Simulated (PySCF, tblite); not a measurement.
# C5H10ClGe radical: geometry, infrared bands and EPR parameters

Aim: predict the infrared bands and EPR parameters of C5H10ClGe radical (`C=C[C@@H]([CH]Cl)[CH2][GeH3]`).

Programs: tblite 0.8.0 and PySCF 2.14.0, with density-fitted response routines of our own. Each step states its level of theory. These are calculated values for one molecule in the gas phase, unless marked as measured. Atoms are numbered from 0 throughout.

## (1) The molecule as given

17 atoms, charge 0, multiplicity 2; geometry from: force field or distance geometry start.

Bonds of the start (Å): C0–C1 1.33, C1–C2 1.50, C2–C3 1.51, C3–Cl4 1.79, C2–C5 1.52, C5–Ge6 1.95, C0–H7 1.09, C0–H8 1.07, C1–H9 1.07, C2–H10 1.09, C3–H11 1.10, C5–H12 1.12, C5–H13 1.11, Ge6–H14 1.55, Ge6–H15 1.53, Ge6–H16 1.54.

## (2) Geometry optimisation with GFN2-xTB

The job: settings as JSON, then the geometry in Å.

```
{"job": {"kind": "relax", "xc": "GFN2-xTB", "basis": "xTB"}, "charge": 0, "multiplicity": 2}
C     -1.115500     1.850700     0.021700
C     -1.008400     0.593500    -0.393700
C     -0.415500    -0.494200     0.446200
C     -1.390600    -1.632900     0.581100
Cl    -1.765400    -2.019200     2.283200
C      0.791200    -1.076900    -0.270000
Ge     2.060200     0.388200    -0.491000
H     -0.768100     2.104700     1.027200
H     -1.549600     2.582000    -0.631000
H     -1.351300     0.325300    -1.373700
H     -0.128500    -0.092500     1.422700
H     -2.283700    -1.542300    -0.055100
H      1.250800    -1.865300     0.371300
H      0.436700    -1.458000    -1.247900
H      1.404800     1.575300    -1.251700
H      3.250300    -0.113900    -1.318500
H      2.575700     0.887500     0.869300
```

The run is started by

```bash
$ OMP_NUM_THREADS=1 python probes_run.py task.json out
```

This one command runs all jobs of the session in turn.

The log of the run:

```text
step      E/eV     max force
  0    -602.66872    2.015
  1    -602.81327    1.433
  2    -602.92982    1.143
  3    -602.97018    0.685
  4    -603.00399    0.541
  5    -603.02691    0.446
  6    -603.04039    0.308
  7    -603.05396    0.241
  8    -603.06346    0.200
  9    -603.06912    0.150
 10    -603.07194    0.120
 11    -603.07435    0.124
 12    -603.07716    0.155
 13    -603.08055    0.164
 14    -603.08431    0.186
 15    -603.08822    0.146
 16    -603.09204    0.175
 17    -603.09533    0.158
 18    -603.09779    0.128
 19    -603.09987    0.128
 20    -603.10244    0.159
 21    -603.10612    0.253
 22    -603.11055    0.260
 23    -603.11431    0.153
 24    -603.11666    0.112
 25    -603.11830    0.094
 26    -603.12009    0.139
 27    -603.12206    0.139
 28    -603.12364    0.101
 29    -603.12445    0.125
 30    -603.12527    0.073
 31    -603.12585    0.051
 32    -603.12678    0.070
 33    -603.12709    0.061
 34    -603.12743    0.036
 35    -603.12757    0.026
 36    -603.12770    0.026
 37    -603.12784    0.039
 38    -603.12799    0.039
 39    -603.12812    0.022
 40    -603.12822    0.021
 41    -603.12831    0.022
 42    -603.12840    0.028
 43    -603.12848    0.021
 44    -603.12857    0.025
 45    -603.12866    0.024
 46    -603.12874    0.025
 47    -603.12881    0.023
 48    -603.12886    0.016
 49    -603.12890    0.016
 50    -603.12895    0.021
 51    -603.12902    0.025
 52    -603.12909    0.020
 53    -603.12916    0.017
 54    -603.12920    0.016
 55    -603.12924    0.018
 56    -603.12930    0.021
 57    -603.12937    0.019
 58    -603.12946    0.026
 59    -603.12954    0.027
 60    -603.12963    0.030
 61    -603.12973    0.028
 62    -603.12983    0.028
 63    -603.12991    0.020
 64    -603.12997    0.016
 65    -603.13004    0.017
 66    -603.13010    0.018
 67    -603.13016    0.015
 68    -603.13020    0.014
 69    -603.13025    0.016
 70    -603.13032    0.022
 71    -603.13043    0.025
 72    -603.13056    0.027
 73    -603.13071    0.030
 74    -603.13088    0.031
 75    -603.13111    0.039
 76    -603.13137    0.046
 77    -603.13158    0.031
 78    -603.13171    0.028
 79    -603.13180    0.028
 80    -603.13193    0.040
 81    -603.13211    0.053
 82    -603.13232    0.051
 83    -603.13252    0.027
 84    -603.13265    0.028
 85    -603.13277    0.029
 86    -603.13292    0.033
 87    -603.13306    0.028
 88    -603.13316    0.028
 89    -603.13326    0.032
 90    -603.13340    0.033
 91    -603.13362    0.032
 92    -603.13376    0.027
 93    -603.13388    0.027
 94    -603.13399    0.027
 95    -603.13411    0.031
 96    -603.13419    0.022
 97    -603.13425    0.015
 98    -603.13428    0.016
 99    -603.13432    0.017
100    -603.13437    0.019
101    -603.13441    0.013
102    -603.13444    0.012
103    -603.13447    0.011
104    -603.13451    0.019
105    -603.13456    0.027
106    -603.13462    0.029
107    -603.13469    0.021
108    -603.13475    0.024
109    -603.13480    0.023
110    -603.13486    0.031
111    -603.13496    0.041
112    -603.13511    0.046
113    -603.13529    0.039
114    -603.13545    0.027
115    -603.13553    0.027
116    -603.13557    0.023
117    -603.13562    0.018
118    -603.13567    0.016
119    -603.13578    0.023
120    -603.13582    0.021
121    -603.13584    0.009
```

Run time: 2.8 s. Hardware: 1 thread of Intel Xeon at 2.50GHz, shared host.

The steps of the relaxation: (not every step is listed)

```
step  energy from step 0 (eV)  largest force (eV/Å)
   0                   0.0000                2.0147
   1                  -0.1445                1.4333
   2                  -0.2611                1.1429
   3                  -0.3015                0.6847
   4                  -0.3353                0.5412
   5                  -0.3582                0.4458
   6                  -0.3717                0.3079
   7                  -0.3852                0.2408
   8                  -0.3947                0.1997
  18                  -0.4291                0.1281
  28                  -0.4549                0.1005
  38                  -0.4593                0.0386
  48                  -0.4601                0.0159
  58                  -0.4607                0.0264
  68                  -0.4615                0.0142
  78                  -0.4630                0.0285
  88                  -0.4644                0.0281
  98                  -0.4656                0.0156
 108                  -0.4660                0.0238
 116                  -0.4669                0.0234
 117                  -0.4669                0.0184
 118                  -0.4669                0.0164
 119                  -0.4671                0.0234
 120                  -0.4671                0.0206
 121                  -0.4671                0.0094
```

Distances of close pairs at the start and the end, largest changes first:

```
   bond  before (Å)  after (Å)  change (Å)
 C3–Cl4       1.785      1.696      -0.089
Ge6–H14       1.555      1.492      -0.063
Ge6–H16       1.538      1.493      -0.045
Ge6–H15       1.534      1.497      -0.037
  C2–C5       1.519      1.548      +0.028
  C2–C3       1.505      1.479      -0.026
 C3–H11       1.100      1.076      -0.024
 C5–Ge6       1.951      1.975      +0.024
```

The final coordinates are the input of the step that follows.

## (3) Infrared spectrum with GFN2-xTB

The job: settings as JSON, then the geometry in Å.

```
{"job": {"kind": "ir", "xc": "GFN2-xTB", "basis": "xTB"}, "charge": 0, "multiplicity": 2}
C     -1.096556     1.955725     0.088029
C     -1.085964     0.699734    -0.317485
C     -0.526679    -0.433121     0.493475
C     -1.551218    -1.483953     0.678269
Cl    -1.509867    -2.472271     2.055546
C      0.711958    -1.013296    -0.230866
Ge     2.089686     0.359943    -0.569887
H     -0.715568     2.240600     1.055593
H     -1.495568     2.750290    -0.519715
H     -1.481292     0.422875    -1.285929
H     -0.204560    -0.057732     1.470140
H     -2.115090    -1.870373    -0.152815
H      1.136198    -1.813830     0.378313
H      0.402859    -1.460210    -1.177603
H      1.715804     1.279109    -1.683987
H      3.390249    -0.283279    -0.937991
H      2.328610     1.191819     0.647002
```

The log of the run:

```text
mode    cm-1     km/mol
  1      26.5      0.27
  2      53.9      0.48
  3      62.7      0.15
  4     116.7      0.43
  5     147.8      0.31
  6     186.5      2.21
  7     263.1      2.82
  8     269.7      1.45
  9     383.4      3.83
 10     414.6     36.27
 11     448.6     24.74
 12     461.9     37.54
 13     509.4     36.79
 14     642.6     25.45
 15     653.6     36.32
 16     769.6    269.45
 17     777.6    290.56
 18     837.5      7.37
 19     861.6     94.14
 20     866.1     99.36
 21     894.2     16.77
 22     908.6      4.40
 23     995.7      2.61
 24    1012.6     19.83
 25    1051.2      5.76
 26    1109.4      1.52
 27    1149.4      3.97
 28    1189.0     26.85
 29    1204.6     27.21
 30    1262.5      5.72
 31    1282.0      3.47
 32    1308.9     18.97
 33    1412.4      2.30
 34    1450.5      1.11
 35    1707.2      7.59
 36    1992.1    150.54
 37    2074.6    433.09
 38    2093.2    422.54
 39    2931.7     16.74
 40    2952.3     47.66
 41    2964.3     22.40
 42    3054.9     26.59
 43    3092.8     11.94
 44    3095.4     13.01
 45    3121.1     44.47
```

Run time: 2 s. Hardware: 1 thread of Intel Xeon at 2.50GHz, shared host.

Which atoms move in the most intense modes:

```
cm⁻¹  km/mol                                  atoms
 770   269.4  H14 23 %, H15 16 %, C5 15 %, H16 14 %
 778   290.6  H16 24 %, H15 20 %, C5 15 %, H12 13 %
 862    94.1           H16 49 %, H14 30 %, H15 17 %
 866    99.4           H15 44 %, H14 36 %, H16 14 %
1992   150.5           H15 51 %, H16 27 %, H14 22 %
2075   433.1           H15 47 %, H16 37 %, H14 15 %
2093   422.5                     H14 62 %, H16 35 %
2952    47.7                     H12 53 %, H13 35 %
```

## (4) g tensor and hyperfine couplings: B3LYP/def2-TZVP-core+pcH-1

Settings changed since step 3:

```diff
@@ -1,2 +1,2 @@
-{"job": {"kind": "ir", "xc": "GFN2-xTB", "basis": "xTB"}, "charge": 0, "multiplicity": 2}
+{"job": {"kind": "epr", "basis": "pcH-1"}, "charge": 0, "multiplicity": 2}
 C     -1.096556     1.955725     0.088029
```

Method: UKS B3LYP, def2-TZVP-core on Ge, pcH-1 on C Cl H, non-relativistic, mean-field spin-orbit, GIAO.

The log of the run:

```text
UKS, coarse grid
  cycle   1  E = -2733.64440955  |g| = 1.34e+00
  cycle   2  E = -2733.60844474  |g| = 8.76e-01
  cycle   3  E = -2733.71565154  |g| = 3.56e-01
  cycle   4  E = -2733.74140807  |g| = 4.50e-02
  cycle   5  E = -2733.74231980  |g| = 1.59e-02
  cycle   6  E = -2733.74242818  |g| = 5.41e-03
  cycle   7  E = -2733.74244319  |g| = 1.94e-03
  cycle   8  E = -2733.74244504  |g| = 8.49e-04
UKS, final grid
  cycle   1  E = -2733.74244568  |g| = 1.01e-03
  cycle   2  E = -2733.74244489  |g| = 1.65e-03
  cycle   3  E = -2733.74244613  |g| = 2.08e-04
  cycle   4  E = -2733.74244615  |g| = 5.53e-05
  cycle   5  E = -2733.74244615  |g| = 3.41e-05
  cycle   6  E = -2733.74244615  |g| = 1.17e-05
E = -2733.74244615 Eh   <S^2> = 0.7541 (exact 0.7500)
g shifts (ppm)      1          2          3
  rmc          -182       -182       -182
  gc              1         32         32
  oz_so        -288       5051       6501
  total        -469       4901       6352
hyperfine (MHz)  atom isotope    a_iso     a_fc   dipolar eigenvalues
    0   13C       0.33       0.33     -0.93      0.13      0.80
    1   13C      17.54      17.55     -2.14     -2.08      4.22
    2   13C     -24.12     -24.15     -2.07     -0.60      2.66
    3   13C     137.75     137.23    -80.30    -79.58    159.87
    4  35Cl       6.90       7.02    -31.30    -20.91     52.22
    5   13C      65.61      65.63     -5.76     -5.62     11.38
    6  73Ge      -7.85      -7.94     -1.79      0.83      0.97
    7    1H       0.66       0.66     -1.42     -0.88      2.30
    8    1H       2.25       2.25     -1.07     -0.87      1.94
    9    1H      -1.17      -1.17     -2.94     -2.82      5.76
   10    1H      17.29      17.27     -5.01     -4.22      9.23
   11    1H     -54.79     -54.93    -36.72     -1.83     38.55
   12    1H      -3.49      -3.49     -5.08     -1.70      6.78
   13    1H      -1.65      -1.65     -5.32     -2.12      7.44
   14    1H      -0.51      -0.51     -0.85     -0.54      1.39
   15    1H       9.06       9.05     -0.76     -0.38      1.14
   16    1H      -0.59      -0.60     -0.92     -0.55      1.47
```

It took 8.6 min on 1 thread of Intel Xeon at 2.50GHz, shared host; peak memory 1.5 GiB.

Principal g values 2.00185, 2.00722, 2.00867; g(iso) = 2.00591, against 2.00232 for a free electron.

Hyperfine couplings; where a row names several nuclei, a(iso) is their mean (it holds for fast rotation or exchange) and the dipolar term the largest among them:

```
       nuclei  isotope  a(iso) (MHz)  a(iso) (G, at g = 2.0023)  largest dipolar term (MHz)
           C3      13C         137.7                       49.2                       159.9
           C5      13C          65.6                       23.4                        11.4
          H11       1H         -54.8                      -19.6                        38.5
           C2      13C         -24.1                       -8.6                         2.7
           C1      13C          17.5                        6.3                         4.2
          H10       1H          17.3                        6.2                         9.2
          Ge6     73Ge          -7.9                       -2.8                        -1.8
          Cl4     35Cl           6.9                        2.5                        52.2
          H12       1H          -3.5                       -1.2                         6.8
H14, H15, H16       1H           2.7                        0.9                         1.5
           H8       1H           2.2                        0.8                         1.9
          H13       1H          -1.7                       -0.6                         7.4
           H9       1H          -1.2                       -0.4                         5.8
           H7       1H           0.7                        0.2                         2.3
```

Mulliken spin populations:

C0 0.01; C1 0.01; C2 -0.07; C3 0.93; Cl4 0.09; C5 0.05; Ge6 0.02; H7 0.00; H8 0.00; H9 0.00; H10 0.01; H11 -0.04; H12 0.00; H13 0.00; H14 0.00; H15 0.01; H16 0.00

In first order the couplings over 0.8 MHz of 1H, 35Cl give 832 distinct lines over 39.0 G, if the averaged nuclei exchange fast.

Orbitals, density, ELF and potential are computed afterwards from the orbital file.

ELF in a plane through or near 7 of the atoms.

Values, 10 rows by 14 columns:
```
0.00 0.00 0.00 0.00 0.00 0.00 0.00 0.00 0.00 0.00 0.00 0.00 0.00 0.00
0.00 0.00 0.00 0.00 0.00 0.00 0.04 0.18 0.02 0.00 0.00 0.00 0.00 0.00
0.00 0.00 0.00 0.00 0.03 0.24 0.74 0.98 0.61 0.04 0.00 0.00 0.00 0.00
0.00 0.00 0.00 0.00 0.20 0.78 0.79 0.22 0.51 0.05 0.00 0.00 0.00 0.00
0.00 0.00 0.03 0.45 0.16 0.42 0.59 0.60 0.07 0.15 0.48 0.15 0.01 0.00
0.00 0.01 0.05 0.49 0.29 0.92 0.26 0.64 0.51 0.67 0.21 0.17 0.02 0.00
0.00 0.25 0.65 0.56 0.55 0.18 0.43 0.48 0.74 0.20 0.86 0.99 0.75 0.00
0.00 0.06 0.40 0.58 0.21 0.01 0.81 0.98 0.12 0.08 0.99 1.00 0.62 0.00
0.00 0.00 0.00 0.00 0.00 0.00 0.00 0.01 0.00 0.00 0.00 0.00 0.00 0.00
0.00 0.00 0.00 0.00 0.00 0.00 0.00 0.00 0.00 0.00 0.00 0.00 0.00 0.00
```
The map spans 11.2 Å across and 11.5 Å up, centred on the molecule. Atoms in the plane (x, y in Å): C0 (-0.1, 2.2), C2 (-0.8, -0.1), C3 (-2.2, -0.6), C5 (0.2, -1.2), Ge6 (2.1, -0.7), H12 (0.0, -2.2), H15 (3.0, -1.8).

On the surface of density 0.002 e/bohr³ the electrostatic potential runs, from the 1st to the 99th percentile, from -0.49 V near C0 to 1.07 V near H11.

The spin density lies nearest to C3 64 %; Cl4 14 %; H11 9 %.

## (5) What came out

| quantity | value |
| --- | --- |
| strongest single infrared mode (GFN2-xTB) | 2075 cm⁻¹, 433 km/mol |
| zero-point energy (GFN2-xTB) | 77.3 kcal/mol |
| g(iso) (B3LYP) | 2.00591 |
| ⟨S²⟩ | 0.754 (exact 0.75) |
| largest a(iso) (averaged by class) | 13C on C3, 137.7 MHz |
| surface potential, 1st and 99th percentile | -0.49 V and 1.07 V |

**Reading.** Over 121 steps the energy fell by 0.467 eV; of the close pairs, C3–Cl4 changed most, 1.785 to 1.696 Å. All 45 modes are real, so the xTB geometry is a minimum. The strongest single mode, at 2075 cm⁻¹, moves mainly H15 and H16. Unscaled tight-binding wavenumbers are off by several per cent, some by more. Its intensities can rank the bands wrongly. Most of the unpaired spin sits on C3 (0.93 e). The isotropic g lies 3.6 ppt above the free-electron value. The hyperfine terms hold no scalar relativity, which the heavier nuclei need.
